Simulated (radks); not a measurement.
# The first electron to leave Ga⁹⁺

Aim: remove one electron from each of the outer sub-shells of Ga⁹⁺ ([Ar] 3d4) in turn, let the ion relax, and find the cheapest removal. The parent's configuration is the lowest that an earlier search found at this level.

The numbers are computed with radks (a radial shooting solver on a logarithmic mesh, Libxc functionals) version 1 (scalar-relativistic Kohn-Sham, r2SCAN, spin-polarised, spherical densities, finite nucleus; open shells are filled with parallel spins first), except any that are marked as measured or tabulated.

1 further run of the same task is left out (set aside as unsound or not needed).

### Step 1. The system

* element: gallium (Z = 31)
* charge: +9
* electrons: 22
* configuration: [Ar] 3d4
* nuclear rms radius: 3.9973 fm

Outer shells as boxes (Hund's rule):

Ga⁹⁺
```
[Ar] core
3d [↑ ][↑ ][↑ ][↑ ][  ]
```

### Step 2. The parent, Ga⁹⁺

From an earlier run at this level the parent has E = -1913.245729 hartree and these outer levels (eV):

```
  level  occupation  energy (eV)
  2p up           3      -1344.1
2p down           3      -1339.6
  3s up           1      -365.99
3s down           1      -356.60
  3p up           3      -313.36
3p down           3      -303.82
  3d up           4      -229.20
3d down           0      -218.65
```

### Step 3. Remove 3d: [Ar] 3d3

Input:

```text
Z 31
configuration [Ar] 3d3
relativity scalar-relativistic
functional r2scan,r2scan
spin polarised
nucleus finite rms 3.9973 fm
c 137.035999084
```

### Step 4. Remove 3p: [Ne] 3s2 3p5 3d4

Settings, as their differences from step 3:

```diff
@@ -1,3 +1,3 @@
 Z 31
-configuration [Ar] 3d3
+configuration [Ne] 3s2 3p5 3d4
 relativity scalar-relativistic
```

### Step 5. Remove 3s: [Ne] 3s1 3p6 3d4

Settings, as their differences from step 4:

```diff
@@ -1,3 +1,3 @@
 Z 31
-configuration [Ne] 3s2 3p5 3d4
+configuration [Ne] 3s1 3p6 3d4
 relativity scalar-relativistic
```

### Step 6. Remove 2p: [He] 2s2 2p5 3s2 3p6 3d4

Settings, as their differences from step 5:

```diff
@@ -1,3 +1,3 @@
 Z 31
-configuration [Ne] 3s1 3p6 3d4
+configuration [He] 2s2 2p5 3s2 3p6 3d4
 relativity scalar-relativistic
```

What does the calculation give? Wanted: for each run, case; final configuration; Δ-SCF; −ε of the level emptied.

As calculated:

```
     case       final configuration  Δ-SCF (eV)  −ε of the level emptied (eV)
remove 3d                  [Ar] 3d3      246.34                        229.20
remove 3p          [Ne] 3s2 3p5 3d4      319.60                        303.82
remove 3s          [Ne] 3s1 3p6 3d4      372.47                        356.60
remove 2p  [He] 2s2 2p5 3s2 3p6 3d4      1382.5                        1339.6
```

**Reading.** The 3d electron leaves first, at 246.34 eV; the next cheapest, 3p, costs 319.60 eV. 3d is also the highest occupied level of the parent. NIST lists 244 eV (theoretical), between the same two configurations. Open shells are spherical and high-spin; term and fine-structure splittings are not resolved.
